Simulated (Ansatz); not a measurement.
# AlH8N2P: a nudged elastic band in two tries

Wanted: a band of images between two relaxed ends, and a check that the input is sound.

Program: Ansatz 0.2.0. Level of theory: RKS LDA/def2-SVP. These are calculated values, not measurements.

**1. The system as given**

Bond lengths: Al1–H2 1.593 Å, Al1–N3 1.775 Å, N3–H4 1.024 Å, N3–H5 1.024 Å, Al1–N6 1.775 Å, N6–H7 1.024 Å, N6–H8 1.024 Å, P9–H10 1.453 Å, P9–H11 1.452 Å, P9–H12 1.443 Å. Angles: H2–Al1–N3 120.1°, H2–Al1–N6 120.1°, N3–Al1–N6 119.8°, Al1–N3–H4 123.4°, Al1–N3–H5 126.3°, H4–N3–H5 110.3°, Al1–N6–H7 123.4°, Al1–N6–H8 126.5°, H7–N6–H8 110.0°, H10–P9–H11 91.5°, H10–P9–H12 91.4°, H11–P9–H12 92.2°.

Coordinates:

```xyz
12

Al    0.1466   -0.4174   -0.1570
H     0.1537   -1.3458    1.1377
N     1.6595   -0.0855   -1.0246
H     2.5715   -0.4390   -0.7225
H     1.7577    0.4594   -1.8858
N    -1.3740    0.2986   -0.7293
H    -2.2776    0.1401   -0.2748
H    -1.4880    0.9324   -1.5259
P    -0.3027    2.6522    0.9670
H     0.5830    3.3557    1.8791
H     0.8187    1.9803    0.3352
H    -0.4835    1.5783    1.9139
```

**2. First try**

input.yaml

```yaml
crystal:
  periodic: [false, false, false]
  atoms:
    - { symbol: Al, position_ang: [0.146562, -0.417385, -0.156985] }
    - { symbol: H, position_ang: [0.153727, -1.3458, 1.137717] }
    - { symbol: "N", position_ang: [1.659483, -0.085472, -1.024574] }
    - { symbol: H, position_ang: [2.571475, -0.439023, -0.722462] }
    - { symbol: H, position_ang: [1.757725, 0.459413, -1.885805] }
    - { symbol: "N", position_ang: [-1.374015, 0.298633, -0.729257] }
    - { symbol: H, position_ang: [-2.2776, 0.140136, -0.274756] }
    - { symbol: H, position_ang: [-1.488047, 0.932406, -1.525873] }
    - { symbol: P, position_ang: [-0.302693, 2.652191, 0.966976] }
    - { symbol: H, position_ang: [0.583047, 3.355686, 1.879116] }
    - { symbol: H, position_ang: [0.818699, 1.980326, 0.335159] }
    - { symbol: H, position_ang: [-0.483464, 1.578289, 1.913943] }
basis:
  gaussian: { orbitals: def2-SVP }
hamiltonian:
  xc: lda
neb:
  order_check: false
  images: 0
  f_tol: 0.05
  max_iterations: 8
  final_atoms:
    - { symbol: Al, position_ang: [0.1308955, 0.86793726, -0.39248911] }
    - { symbol: H, position_ang: [-0.79210403, -0.19076831, 1.56829023] }
    - { symbol: "N", position_ang: [1.65455866, 0.08832558, -0.84521548] }
    - { symbol: H, position_ang: [1.7539658, -0.8031881, -1.33862989] }
    - { symbol: H, position_ang: [2.57384837, 0.49505215, -0.65560559] }
    - { symbol: "N", position_ang: [-1.41660042, 0.07437517, -0.75361054] }
    - { symbol: H, position_ang: [-1.56187289, -0.83653817, -1.1956855] }
    - { symbol: H, position_ang: [-2.31637878, 0.51399517, -0.53696628] }
    - { symbol: P, position_ang: [0.02303121, 2.93676663, 0.66445575] }
    - { symbol: H, position_ang: [1.13844288, 2.56370117, 1.5072142] }
    - { symbol: H, position_ang: [0.90704237, 3.52325599, -0.3182803] }
    - { symbol: H, position_ang: [-0.32992968, -0.12351453, 2.20972149] }
  initial_path:
    images:
      - { positions_ang: [[0.146562, -0.417385, -0.156985], [0.153727, -1.3458, 1.137717], [1.659483, -0.085472, -1.024574], [2.571475, -0.439023, -0.722462], [1.757725, 0.459413, -1.885805], [-1.374015, 0.298633, -0.729257], [-2.2776, 0.140136, -0.274756], [-1.488047, 0.932406, -1.525873], [-0.302693, 2.652191, 0.966976], [0.583047, 3.355686, 1.879116], [0.818699, 1.980326, 0.335159], [-0.483464, 1.578289, 1.913943]] }
      - { positions_ang: [[0.09094983, -0.27686219, -0.10593866], [0.08802462, -0.89734184, 1.39381423], [1.65743046, -0.06961649, -0.9976404], [2.41374519, -0.61512507, -0.87912537], [1.88261095, 0.5957021, -1.66187394], [-1.4728926, 0.21605714, -0.81409556], [-2.30581056, -0.15576757, -0.48165699], [-1.62211751, 0.91333113, -1.55494474], [-0.15157096, 2.58274522, 0.91720786], [0.62077079, 3.05896509, 1.96225173], [0.87667627, 2.3804342, 0.20449544], [-0.31291747, 1.37687829, 1.93070541]] }
      - { positions_ang: [[0.03533766, -0.13633938, -0.05489233], [0.02232224, -0.44888368, 1.64991146], [1.65537793, -0.05376098, -0.9707068], [2.25601538, -0.79122713, -1.03578875], [2.0074969, 0.7319912, -1.43794289], [-1.5717702, 0.13348129, -0.89893412], [-2.33402113, -0.45167114, -0.68855798], [-1.75618802, 0.89425625, -1.58401647], [-0.00044893, 2.51329943, 0.86743973], [0.65849458, 2.76224418, 2.04538745], [0.93465354, 2.78054239, 0.07383188], [-0.14237095, 1.17546757, 1.94746782]] }
      - { positions_ang: [[-0.02027451, 0.00418343, -0.00384599], [-0.04338015, -0.00042552, 1.90600869], [1.65332539, -0.03790548, -0.94377321], [2.09828557, -0.9673292, -1.19245212], [2.13238285, 0.86828029, -1.21401183], [-1.6706478, 0.05090543, -0.98377268], [-2.36223169, -0.74757471, -0.89545897], [-1.89025853, 0.87518138, -1.61308821], [0.15067311, 2.44385365, 0.81767159], [0.69621837, 2.46552328, 2.12852318], [0.99263081, 3.18065059, -0.05683168], [0.02817558, 0.97405686, 1.96423023]] }
      - { positions_ang: [[0.03011549, 0.29210138, -0.1333937], [-0.29295477, -0.06387312, 1.79343587], [1.65373648, 0.00417154, -0.91092063], [1.98351231, -0.9126155, -1.24117804], [2.27953802, 0.74387091, -1.02787642], [-1.58596534, 0.05872868, -0.90705197], [-2.09544542, -0.7772292, -0.99553448], [-2.03229861, 0.75478598, -1.2543809], [0.10812581, 2.60815798, 0.76659964], [0.84362654, 2.49824924, 1.92142019], [0.96410133, 3.29485239, -0.14398122], [-0.09119284, 0.60819973, 2.04606065]] }
      - { positions_ang: [[0.0805055, 0.58001932, -0.2629414], [-0.5425294, -0.12732072, 1.68086305], [1.65414757, 0.04624856, -0.87806805], [1.86873906, -0.8579018, -1.28990397], [2.4266932, 0.61946153, -0.841741], [-1.50128288, 0.06655192, -0.83033126], [-1.82865916, -0.80688368, -1.09560999], [-2.17433869, 0.63439057, -0.89567359], [0.06557851, 2.7724623, 0.7155277], [0.99103471, 2.5309752, 1.7143172], [0.93557185, 3.40905419, -0.23113076], [-0.21056126, 0.2423426, 2.12789107]] }
      - { positions_ang: [[0.1308955, 0.86793726, -0.39248911], [-0.79210403, -0.19076831, 1.56829023], [1.65455866, 0.08832558, -0.84521548], [1.7539658, -0.8031881, -1.33862989], [2.57384837, 0.49505215, -0.65560559], [-1.41660042, 0.07437517, -0.75361054], [-1.56187289, -0.83653817, -1.1956855], [-2.31637878, 0.51399517, -0.53696628], [0.02303121, 2.93676663, 0.66445575], [1.13844288, 2.56370117, 1.5072142], [0.90704237, 3.52325599, -0.3182803], [-0.32992968, -0.12351453, 2.20972149]] }
```

The run is started by

```sh
$ ansatz run input.yaml --threads 2 --pin off --max-ram 3072MiB --backend cpu --events-out ev --progress --plain --runs-dir out
```

Q: Predict the outcome of this session. Wanted: first try.

As calculated:

| quantity | value |
| --- | --- |
| first try | refused |
| cause | the band is given no inner image |

The fault in the first input was caught at the input check and cost nothing.
